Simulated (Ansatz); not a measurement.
# EuFeAsF: the cost of one run

Program: Ansatz 0.2.0. Level of theory: DFT PBE+U (U_eff = 6 eV on Eu 4f, 4 eV on Fe 3d), scalar-relativistic, plane waves, PAW. These are calculated values, not measurements.

### 1 The system as given

The structure is tetragonal, space group P4/nmm (No. 129). The conventional cell has a = 4.085 Å, b = 4.085 Å, c = 9.460 Å, α = 90.00°, β = 90.00°, γ = 90.00°. Around Eu (site symmetry 4mm) lie 4 F at 2.52 Å. Fe (site symmetry -4m2) is surrounded by 4 As at 2.60 Å and 4 Fe at 2.89 Å. As (site symmetry 4mm) is surrounded by 4 Fe at 2.60 Å. F (site symmetry -4m2) has 4 Eu at 2.52 Å in its first shell of neighbours.

Coordinates:

```cif
data_structure
_symmetry_space_group_name_H-M 'P 1'
_symmetry_Int_Tables_number 1
_cell_length_a 4.0854
_cell_length_b 4.0854
_cell_length_c 9.4602
_cell_angle_alpha 90.000
_cell_angle_beta 90.000
_cell_angle_gamma 90.000
_cell_volume 157.90
loop_
_atom_site_label
_atom_site_type_symbol
_atom_site_fract_x
_atom_site_fract_y
_atom_site_fract_z
_atom_site_occupancy
Eu1 Eu 0.75000 0.25000 0.34470 1
Eu2 Eu 0.25000 0.75000 0.65530 1
Fe1 Fe 0.25000 0.25000 0.00000 1
Fe2 Fe 0.75000 0.75000 0.00000 1
As1 As 0.75000 0.25000 0.82991 1
As2 As 0.25000 0.75000 0.17009 1
F1 F 0.25000 0.25000 0.50000 1
F2 F 0.75000 0.75000 0.50000 1
```

An earlier run at PBE+U (U_eff = 6 eV on Eu 4f, 4 eV on Fe 3d) left this cell at 19.737 Å³/atom and 0.04 GPa (4×4×2 mesh).

### 2 Ferrimagnetic, in the cell as typed

Contents of input.yaml:

```yaml
crystal:
  lattice:
    - [2.8888376746, -2.8888376746, 0.0]
    - [2.8888376746, 2.8888376746, 0.0]
    - [0.0, 0.0, 9.4602214998]
  atoms:
    - { symbol: Eu, position: [0.75, 0.25, 0.3447014437], spin: 7.0 }
    - { symbol: Eu, position: [0.25, 0.75, 0.6552985563], spin: 7.0 }
    - { symbol: Fe, position: [0.25, 0.25, 0.0], spin: -4.0 }
    - { symbol: Fe, position: [0.75, 0.75, 0.0], spin: -4.0 }
    - { symbol: As, position: [0.75, 0.25, 0.8299083019] }
    - { symbol: As, position: [0.25, 0.75, 0.1700916981] }
    - { symbol: F, position: [0.25, 0.25, 0.5] }
    - { symbol: F, position: [0.75, 0.75, 0.5] }
basis:
  ecutwfc: 300
  ecutrho_ratio: 4
kpoints:
  mp_grid: { grid: [4, 4, 2] }
hamiltonian:
  xc: pbe
  hubbard:
    sites:
      - { species: Eu, l: f, u_eff: 6.0 }
      - { species: Fe, l: d, u_eff: 4.0 }
scf:
  occupations: { method: gaussian, width: 0.05 }
output:
  forces: true
  stress: true
  eigenvalues: true
  populations: true
  hubbard: { sites: [{ species: Eu, l: f }, { species: Fe, l: d }] }
magnetization:
  spin_polarized: true
```

The run is started by

```console
$ ansatz run input.yaml --threads 4 --pin off --max-ram 10240MiB --backend cpu --events-out ev --progress --plain --runs-dir out
```

**Question.** How long does this run take on 4 threads of Arm Neoverse V2, shared host, and how much memory does it need?

About 40 s, with a peak of 1.3 GiB.
